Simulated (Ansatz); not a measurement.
# AlBrH4: the cost of one run

Method: RKS PBE0/def2-SVP, in Ansatz 0.2.0.

## (1) The starting structure

Bond lengths: Al1–H3 1.560 Å, Al1–H4 1.560 Å, Al1–Br5 2.710 Å. Angles: H3–Al1–H4 120.0°, H3–Al1–Br5 97.0°, H4–Al1–Br5 101.2°.

Structure file:

```xyz
6

Al    0.0000    0.0000    0.0000
H     0.0000    0.0000    1.9100
H     1.3510    0.0000   -0.7800
H    -1.3510    0.0000   -0.7800
Br    0.1133   -2.5693    0.8545
H     0.0424   -0.9624    2.0002
```

## (2) Pulling towards end A

Springs on the bonds that form and break draw the guess towards this end; the thresholds are loose.

File input.yaml:

```yaml
crystal:
  periodic: [false, false, false]
  atoms:
    - { symbol: Al, position_ang: [0.0, 0.0, 0.0] }
    - { symbol: H, position_ang: [0.0, 0.0, 1.91] }
    - { symbol: H, position_ang: [1.351, 0.0, -0.78] }
    - { symbol: H, position_ang: [-1.351, 0.0, -0.78] }
    - { symbol: Br, position_ang: [0.1133, -2.5693, 0.8545] }
    - { symbol: H, position_ang: [0.0424, -0.9624, 2.0002] }
basis:
  gaussian: { orbitals: def2-SVP }
hamiltonian:
  xc: pbe0
relax:
  f_tol: 0.15
  max_steps: 25
  restrain:
    - { distance: [0, 4], at: 3.61, k: 30.0 }
    - { distance: [5, 1], at: 1.86, k: 30.0 }
    - { distance: [0, 1], at: 1.56, k: 30.0 }
    - { distance: [5, 4], at: 1.55, k: 30.0 }
output:
  orbitals: {}
```

Started as:

```
$ ansatz run input.yaml --threads 1 --pin off --max-ram 2048MiB --backend cpu --events-out ev --progress --plain --runs-dir out
```

**Question.** How long does this run take on 1 thread of Arm Neoverse V1, shared host, and how much memory does it need?

About 14 s, with a peak of 0.13 GiB.
